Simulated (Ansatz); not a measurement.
# C₃H₇AlO: up Jacob's ladder to CCSD(T)

How much do the methods differ for C₃H₇AlO? The plan is to run it at one geometry with functionals of several rungs and with coupled cluster, and see how far each lands from CCSD(T) at the basis-set limit for the atomisation energy.

The runs use Ansatz 0.2.0, Gaussian basis; functionals in def2-TZVPP, the program's frozen cores in correlated methods.

The runs, in order: PBE-D4, r2SCAN-D4, PBE0-D4, B3LYP-D4, ωB97X-V, ωB97M-V, B2PLYP; CCSD(T)/def2-TZVPP; MP2/def2-QZVPP; extrapolation to the limit.

**1. Structure used throughout**

All runs share one geometry, relaxed beforehand with PBE0-D4 in a triple-zeta def2 set.

SMILES `C=CC[O][AlH2]`, 12 atoms, charge 0, spin multiplicity 1.

Atoms are counted from 1 here; the program's logs count them from 0.

Bond lengths: C1–C2 1.325 Å, C1–H6 1.084 Å, C1–H7 1.086 Å, C2–C3 1.493 Å, C2–H8 1.088 Å, C3–O4 1.404 Å, C3–H9 1.099 Å, C3–H10 1.098 Å, O4–Al5 1.690 Å, Al5–H11 1.585 Å, Al5–H12 1.577 Å. Angles: C2–C1–H6 121.8°, C2–C1–H7 121.3°, H6–C1–H7 116.9°, C1–C2–C3 124.2°, C1–C2–H8 120.4°, C3–C2–H8 115.4°, C2–C3–O4 110.8°, C2–C3–H9 109.4°, C2–C3–H10 109.5°, O4–C3–H9 111.8°, O4–C3–H10 108.0°, H9–C3–H10 107.2°, C3–O4–Al5 132.0°, O4–Al5–H11 118.7°, O4–Al5–H12 116.2°, H11–Al5–H12 125.1°.

**2. PBE-D4 (GGA)**

Input file in.yaml:

```yaml
crystal:
  periodic: [false, false, false]
  atoms:
    - {symbol: C, position_ang: [-1.823349, -0.794457, 0.765052]}
    - {symbol: C, position_ang: [-0.618569, -1.101792, 0.307806]}
    - {symbol: C, position_ang: [0.615947, -0.314980, 0.601677]}
    - {symbol: O, position_ang: [1.271085, 0.048228, -0.586089]}
    - {symbol: Al, position_ang: [1.341118, 1.505269, -1.440260]}
    - {symbol: H, position_ang: [-2.692498, -1.400489, 0.536653]}
    - {symbol: H, position_ang: [-1.982600, 0.077081, 1.393298]}
    - {symbol: H, position_ang: [-0.477386, -1.971714, -0.329825]}
    - {symbol: H, position_ang: [0.353216, 0.562978, 1.208345]}
    - {symbol: H, position_ang: [1.306699, -0.926728, 1.197182]}
    - {symbol: H, position_ang: [0.684100, 2.796307, -0.797581]}
    - {symbol: H, position_ang: [2.099237, 1.465197, -2.822259]}
basis:
  gaussian: {orbitals: def2-TZVPP}
hamiltonian: {xc: pbe, dispersion: d4}
output: {forces: true, orbitals: {seedname: orbitals}}
```

On the command line:

```console
ansatz run in.yaml --threads 4 --pin off --events-out ev --progress --plain --max-ram 10444MiB
```

After this run come: r2SCAN-D4 (meta-GGA); PBE0-D4 (hybrid); B3LYP-D4 (hybrid); ωB97X-V (range-separated); ωB97M-V (range-separated); B2PLYP (double hybrid); CCSD(T) in def2-TZVPP; MP2 in def2-QZVPP.

Before running them: what should the planned runs give, taken together? Wanted: atomisation energy, CCSD(T)/CBS; farthest; mean size of error, hybrid; mean size of error, range-separated; gap, smallest and largest; T1 diagnostic; triples share of the correlation energy.

As calculated:

| quantity | value |
| --- | --- |
| atomisation energy, CCSD(T)/CBS | 47.324 eV |
| functionals within 0.237 eV (0.5 %) | r2SCAN-D4, PBE0-D4, B3LYP-D4, ωB97X-V, ωB97M-V |
| farthest | PBE-D4 (+0.736 eV) |
| mean size of error, hybrid | 0.033 eV |
| mean size of error, range-separated | 0.051 eV |
| gap, smallest and largest | 4.77 eV (PBE-D4), 10.98 eV (ωB97X-V) |
| T1 diagnostic | 0.0126 |
| triples share of the correlation energy | 3.8 % |

PBE-D4 is off by +0.736 eV. Double hybrids carry the basis error of their MP2 part in triple zeta, and no dispersion term here, so their miss is partly the set-up's. The reference freezes the cores and leaves out relativity and excitations past (T), so misses under about 0.237 eV can't be ranked. Hartree-Fock recovers 74 % of the binding; the rest is correlation. Orbital gaps span 4.8 to 11.0 eV; exact exchange widens them.
